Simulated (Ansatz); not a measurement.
# AlH5O3Si: the cost of one run

Method: PBE0-D4/def2-TZVP structures, single points in def2-TZVPP, no counterpoise correction; program: Ansatz 0.2.0, Gaussian basis.

Levels: SPW92, PBE-D4, BLYP-D4, r2SCAN-D4, B97M-V, PBE0-D4, B3LYP-D4, r2SCAN0-D4, BHLYP-D4, CAM-B3LYP-D4, wB97X-V, wB97M-V, B2PLYP, PBE-QIDH, RPA on PBE, Hartree-Fock, MP2, CCSD, CCSD(T).

Correlated methods freeze the cores. B3LYP uses VWN-RPA correlation. B2PLYP carries no dispersion term here.

94 further runs of the same task are left out: 94 set aside as unsound or not needed.

### 1 The system as given

The complex: 13 atoms, charge 0, spin multiplicity 1.

Atoms are counted from 1 here; the program's logs count them from 0.

Bond lengths: Al1–O2 1.962 Å, Al1–O3 1.702 Å, Al1–O4 1.719 Å, Al1–O6 1.712 Å, O2–H5 0.965 Å, O2–H8 0.969 Å, O3–H9 0.954 Å, O4–H10 0.954 Å, O6–Si7 1.615 Å, Si7–H11 1.491 Å, Si7–H12 1.491 Å, Si7–H13 1.490 Å. Angles: O2–Al1–O3 110.6°, O2–Al1–O4 89.8°, O2–Al1–O6 94.9°, O3–Al1–O4 116.0°, O3–Al1–O6 118.7°, O4–Al1–O6 119.0°, Al1–O2–H5 109.9°, Al1–O2–H8 101.5°, H5–O2–H8 108.0°, Al1–O3–H9 122.4°, Al1–O4–H10 122.1°, Al1–O6–Si7 157.0°, O6–Si7–H11 111.3°, O6–Si7–H12 109.7°, O6–Si7–H13 111.7°, H11–Si7–H12 107.9°, H11–Si7–H13 108.0°, H12–Si7–H13 108.2°.

Coordinates:

```mol
AlH7O4Si
  3D, bonds by distance, orders not assigned

 13 12  0  0  0  0  0  0  0  0999 V2000
   -0.6807   -0.5273    0.4152 Al  0  0
   -0.0715    0.0479    2.1895 O   0  0
   -0.7615   -2.2255    0.3326 O   0  0
   -2.1737    0.2860    0.6694 O   0  0
    0.6555    0.6756    2.0991 H   0  0
    0.5675    0.2780   -0.4362 O   0  0
    1.3857    0.8104   -1.7228 Si  0  0
   -0.8471    0.5312    2.5123 H   0  0
   -0.0569   -2.7539   -0.0350 H   0  0
   -3.0078   -0.0875    0.3944 H   0  0
    2.0195   -0.3168   -2.4650 H   0  0
    2.4685    1.7360   -1.2830 H   0  0
    0.5025    1.5461   -2.6704 H   0  0
  1  2  8  0
  1  3  8  0
  1  4  8  0
  1  6  8  0
  2  5  8  0
  2  8  8  0
  3  9  8  0
  4 10  8  0
  6  7  8  0
  7 11  8  0
  7 12  8  0
  7 13  8  0
M  END
```

Its parts: AlH5O3Si holds atoms 1, 3, 4, 6, 7, 9, 10, 11, 12, 13; H2O holds atoms 2, 5, 8. Each part counts its atoms afresh in its own runs.

### 2 Relaxing AlH5O3Si alone

The input, relax-a/in.yaml:

```yaml
crystal:
  periodic: [false, false, false]
  atoms:
    - {symbol: Al, position_ang: [-0.680695, -0.527330, 0.415165]}
    - {symbol: O, position_ang: [-0.761543, -2.225529, 0.332617]}
    - {symbol: O, position_ang: [-2.173698, 0.286000, 0.669425]}
    - {symbol: O, position_ang: [0.567469, 0.278014, -0.436152]}
    - {symbol: Si, position_ang: [1.385727, 0.810389, -1.722808]}
    - {symbol: H, position_ang: [-0.056900, -2.753911, -0.035000]}
    - {symbol: H, position_ang: [-3.007805, -0.087495, 0.394374]}
    - {symbol: H, position_ang: [2.019521, -0.316810, -2.465033]}
    - {symbol: H, position_ang: [2.468463, 1.736033, -1.283027]}
    - {symbol: H, position_ang: [0.502489, 1.546089, -2.670368]}
basis:
  gaussian: {orbitals: def2-TZVP}
hamiltonian: {xc: pbe0, dispersion: d4}
relax: {f_tol: 0.005, max_steps: 200}
```

Launch:

```console
> ansatz run in.yaml --threads 8 --pin off --events-out ev --progress --plain --max-ram 19148MiB
```

**Question.** How long does this run take on 8 threads of Intel Xeon at 2.50GHz, shared host?

About 2.1 min.
